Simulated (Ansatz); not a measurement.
Predict the output of the script below (Ansatz 0.2.0 through its Python package).

The script, `run_field.py`:
```python
# -*- coding: utf-8 -*-
'''Dipole of AlClH6Si2 in the field of point charges.'''

import ansatz
from ase import Atoms
import numpy as np


def main():
    atoms = Atoms(['Al', 'Si', 'Si', 'Cl', 'H', 'H', 'H', 'H', 'H', 'H'], positions=[
        (-1.8207, 0.4134, -0.8464),
        (-0.1529, -0.9784, -0.1163),
        (1.4253, 0.2485, 0.8228),
        (2.3003, 1.6075, -0.5707),
        (-2.2502, 0.5017, -2.4253),
        (-2.6364, 1.4047, 0.1871),
        (0.4347, -1.7086, -1.2565),
        (-0.6511, -1.909, 0.8607),
        (0.8989, 1.0062, 2.0163),
        (2.5353, -0.6373, 1.3312),
    ])
    system = ansatz.Crystal.molecule_from_ase(atoms)

    model = (
        system.calculation()
        .basis(gaussian='def2-SVPD')
        .functional('pbe0', dispersion='d3bj')
        .forces()
    )
    # charges +q and -q at -R and +R make a nearly even field 2 k q / R^2 at the centre
    centre = np.mean([site.position_ang for site in system.cartesian_sites], axis=0)
    field = 2 * 14.399645 * 3.0 / 40.0 ** 2


    def dipole(axis, sign):
        arm = 40.0 * np.eye(3)[axis]
        pair = [{'charge': sign * 3.0, 'position_ang': (centre - arm).tolist()}, {'charge': -sign * 3.0, 'position_ang': (centre + arm).tolist()}]
        deck = model.input().set(ansatz.key.basis.gaussian.point_charges, pair)
        return np.array(ansatz.Session.from_dict(deck).plan().execute().report['charge_distribution']['dipole_moment_e_ang'])


    print(f'field {field:.4f} V/A')
    alpha = np.array([(dipole(axis, 1) - dipole(axis, -1)) / (2 * field) * 14.399645 for axis in range(3)])
    print('polarisability tensor (A^3)')
    print(np.array2string(alpha, precision=3, suppress_small=True))
    print(f'mean {np.trace(alpha) / 3:.3f} A^3 = {np.trace(alpha) / 3 / 0.14818471:.2f} bohr^3')


if __name__ == '__main__':
    main()
```

```console
$ python run_field.py
field 0.0540 V/A
polarisability tensor (A^3)
[[17.19   0.244  1.361]
 [ 0.253 14.499 -0.431]
 [ 1.364 -0.427 14.513]]
mean 15.401 A^3 = 103.93 bohr^3
```

What to keep in mind:
- These settings explore the input space; basis and method may be short of convergence.
- The geometry is a force-field or estimated start, not a minimum of this method, and the basis set is short of its limit. The field of two point charges is only nearly even.
- The whole script took 54 s on 1 thread of Arm Neoverse V2 (shared host), peak memory 0.43 GiB.

(A comment or docstring line of the script was reworded after the run, the code is as it ran; lines on the test bed's own set-up are left out of the output.)
